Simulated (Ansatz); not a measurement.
# CH₆FGeN: up Jacob's ladder to CCSD(T)

One table from this session's results is given with a row withheld; the runs are named, their logs left out.

Method: functionals in def2-TZVPP, the program's frozen cores in correlated methods; program: Ansatz 0.2.0, Gaussian basis.

Plan: LDA (SPW92), PBE-D4, revPBE-D4, BLYP-D4, r2SCAN-D4, B97M-V, PBE0-D4, B3LYP-D4, r2SCANh-D4, r2SCAN0-D4, HSE06-D4, BHLYP-D4, CAM-B3LYP-D4, LC-ωPBE, ωB97X-V, ωB97M-V, B2PLYP, PBE-QIDH; CCSD(T)/def2-SVP; CCSD(T)/def2-TZVPP; MP2/def2-QZVPP; extrapolation to the limit; RPA on PBE.

## The geometry

The geometry comes from an earlier relaxation with PBE0-D4 in a triple-zeta def2 set; it is a stationary point, not always the lowest conformer.

SMILES `C[NH][GeH2][F]`, 10 atoms, charge 0, spin multiplicity 1.

Atoms are counted from 1 here; the program's logs count them from 0.

Bond lengths: C1–N2 1.450 Å, C1–H5 1.097 Å, C1–H6 1.094 Å, C1–H7 1.093 Å, N2–Ge3 1.806 Å, N2–H8 1.009 Å, Ge3–F4 1.754 Å, Ge3–H9 1.532 Å, Ge3–H10 1.531 Å. Angles: N2–C1–H5 113.8°, N2–C1–H6 110.4°, N2–C1–H7 109.6°, H5–C1–H6 108.3°, H5–C1–H7 107.5°, H6–C1–H7 107.0°, C1–N2–Ge3 121.9°, C1–N2–H8 113.1°, Ge3–N2–H8 115.4°, N2–Ge3–F4 111.6°, N2–Ge3–H9 109.0°, N2–Ge3–H10 109.3°, F4–Ge3–H9 104.5°, F4–Ge3–H10 105.3°, H9–Ge3–H10 116.9°.

As a file:

```
C     0.1169    1.0564   -0.9446
N    -0.6146    0.3483    0.0882
Ge    0.1246   -1.0087    1.0219
F     0.4239   -2.4046    0.0030
H     0.1288    0.5398   -1.9119
H    -0.3043    2.0546   -1.0944
H     1.1552    1.1907   -0.6309
H    -1.5958    0.2450   -0.1219
H     1.5134   -0.5828    1.5075
H    -0.8651   -1.4899    2.0862
```

Set-up of the first run:

Input file in.yaml:

```yaml
crystal:
  periodic: [false, false, false]
  atoms:
    - {symbol: C, position_ang: [0.116930, 1.056352, -0.944636]}
    - {symbol: N, position_ang: [-0.614613, 0.348315, 0.088170]}
    - {symbol: Ge, position_ang: [0.124600, -1.008728, 1.021903]}
    - {symbol: F, position_ang: [0.423860, -2.404608, 0.002987]}
    - {symbol: H, position_ang: [0.128827, 0.539846, -1.911904]}
    - {symbol: H, position_ang: [-0.304275, 2.054616, -1.094440]}
    - {symbol: H, position_ang: [1.155227, 1.190670, -0.630877]}
    - {symbol: H, position_ang: [-1.595757, 0.244999, -0.121900]}
    - {symbol: H, position_ang: [1.513386, -0.582751, 1.507504]}
    - {symbol: H, position_ang: [-0.865086, -1.489910, 2.086193]}
basis:
  gaussian: {orbitals: def2-TZVPP}
hamiltonian: {xc: lda}
output: {orbitals: {seedname: orbitals}}
```

Among the steps run: LDA; PBE-D4 (GGA); revPBE-D4 (GGA); BLYP-D4 (GGA); r2SCAN-D4 (meta-GGA); B97M-V (meta-GGA); PBE0-D4 (hybrid); B3LYP-D4 (hybrid); r2SCANh-D4 (hybrid); r2SCAN0-D4 (hybrid); HSE06-D4 (hybrid); BHLYP-D4 (hybrid); CAM-B3LYP-D4 (range-separated); LC-ωPBE-D4 (range-separated; the results give it without D4); ωB97X-V (range-separated); ωB97M-V (range-separated); B2PLYP (double hybrid); PBE-QIDH (double hybrid).

One table of the session follows, with a row left open; its other results are not shown here.

It belongs to the step «Frontier levels by functional». 

| functional | HOMO (eV) | LUMO (eV) | gap (eV) |
| --- | --- | --- | --- |
| LDA (SPW92) | -5.94 | -0.46 | 5.48 |
| PBE-D4 | ? | ? | ? |
| revPBE-D4 | -5.73 | -0.07 | 5.67 |
| BLYP-D4 | -5.69 | -0.15 | 5.54 |
| r2SCAN-D4 | -6.07 | 0.24 | 6.31 |
| B97M-V | -6.20 | 0.01 | 6.21 |
| PBE0-D4 | -7.20 | 0.68 | 7.88 |
| B3LYP-D4 | -6.97 | 0.37 | 7.35 |
| r2SCANh-D4 | -6.60 | 0.54 | 7.14 |
| r2SCAN0-D4 | -7.40 | 0.97 | 8.37 |
| HSE06-D4 | -6.79 | 0.31 | 7.10 |
| BHLYP-D4 | -8.55 | 1.38 | 9.93 |
| CAM-B3LYP-D4 | -8.63 | 1.53 | 10.16 |
| LC-ωPBE | -10.00 | 2.82 | 12.83 |
| ωB97X-V | -9.65 | 2.63 | 12.28 |
| ωB97M-V | -9.56 | 2.25 | 11.81 |

Estimate the missing values for PBE-D4.

The run gave: HOMO (eV): -5.79; LUMO (eV): -0.19; gap (eV): 5.61. In the column «HOMO (eV)» it lies between LDA (SPW92) (-5.94) and revPBE-D4 (-5.73).
